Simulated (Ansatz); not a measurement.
# CH3BN2O: small, medium and large basis sets

Aim: see how fast density functionals converge with the basis set for CH3BN2O.

Method: one geometry, several basis sets; program: Ansatz 0.2.0, Gaussian basis.

Levels to be run: PBE0-D4/def2-SVP; ωB97M-V/def2-SVP; PBE0-D4/def2-QZVPP; ωB97M-V/def2-QZVPP; the functionals' def2-TZVPP values are taken from earlier runs.

## 1. The geometry

The geometry comes from an earlier relaxation with PBE0-D4 in a triple-zeta def2 set; it is a stationary point, not always the lowest conformer.

SMILES `N=C1OB1N`, 8 atoms, charge 0, spin multiplicity 1.

Atoms are counted from 1 here; the program's logs count them from 0.

Bond lengths: N1–C2 1.243 Å, N1–H6 1.016 Å, C2–O3 1.417 Å, C2–B4 1.488 Å, O3–B4 1.378 Å, B4–N5 1.376 Å, N5–H7 1.006 Å, N5–H8 1.004 Å. Angles: C2–N1–H6 110.3°, N1–C2–O3 127.7°, N1–C2–B4 175.7°, O3–C2–B4 56.6°, C2–O3–B4 64.3°, C2–B4–O3 59.1°, C2–B4–N5 162.6°, O3–B4–N5 138.2°, B4–N5–H7 122.4°, B4–N5–H8 122.8°, H7–N5–H8 114.8°.

Coordinates:

```xyz
8
charge 0, multiplicity 1
N     0.5914    1.0475    2.0238
C     0.3047    0.3667    1.0238
O     0.2649   -1.0461    0.9192
B    -0.0535   -0.3531   -0.2287
N    -0.4210   -0.6289   -1.5258
H     0.5366    2.0382    1.8033
H    -0.5243   -1.5696   -1.8680
H    -0.6066    0.0880   -2.2033
```

## 2. PBE0-D4 in def2-SVP

Input file in.yaml:

```yaml
crystal:
  periodic: [false, false, false]
  atoms:
    - {symbol: N, position_ang: [0.591365, 1.047535, 2.023757]}
    - {symbol: C, position_ang: [0.304690, 0.366702, 1.023764]}
    - {symbol: O, position_ang: [0.264893, -1.046097, 0.919191]}
    - {symbol: B, position_ang: [-0.053465, -0.353078, -0.228715]}
    - {symbol: N, position_ang: [-0.421009, -0.628938, -1.525829]}
    - {symbol: H, position_ang: [0.536557, 2.038231, 1.803323]}
    - {symbol: H, position_ang: [-0.524320, -1.569581, -1.868032]}
    - {symbol: H, position_ang: [-0.606612, 0.088028, -2.203259]}
basis:
  gaussian: {orbitals: def2-SVP}
hamiltonian: {xc: pbe0, dispersion: d4}
output: {orbitals: {seedname: orbitals}}
```

The run is started by

```bash
ansatz run in.yaml --threads 2 --pin off --events-out ev --progress --plain --max-ram 4352MiB
```

Further steps of the session: ωB97M-V in def2-SVP; PBE0-D4 in def2-QZVPP; ωB97M-V in def2-QZVPP.

Q: Predict the results of all the runs planned. Wanted: PBE0-D4: double and triple zeta above quadruple; ωB97M-V: double and triple zeta above quadruple.

The runs gave:

| quantity | value |
| --- | --- |
| PBE0-D4: double and triple zeta above quadruple | 8.23, 0.38 eV |
| ωB97M-V: double and triple zeta above quadruple | 8.43, 0.35 eV |

What this shows: For PBE0-D4 the step from double to triple zeta gains 7.85 eV and the next only 0.38 eV. These are total energies; as a rule much of such shifts cancels in differences, which this series doesn't test. The LUMO of ωB97M-V is positive and keeps falling with the basis (2.27 to 1.22 eV): an unbound level that the basis holds in place.
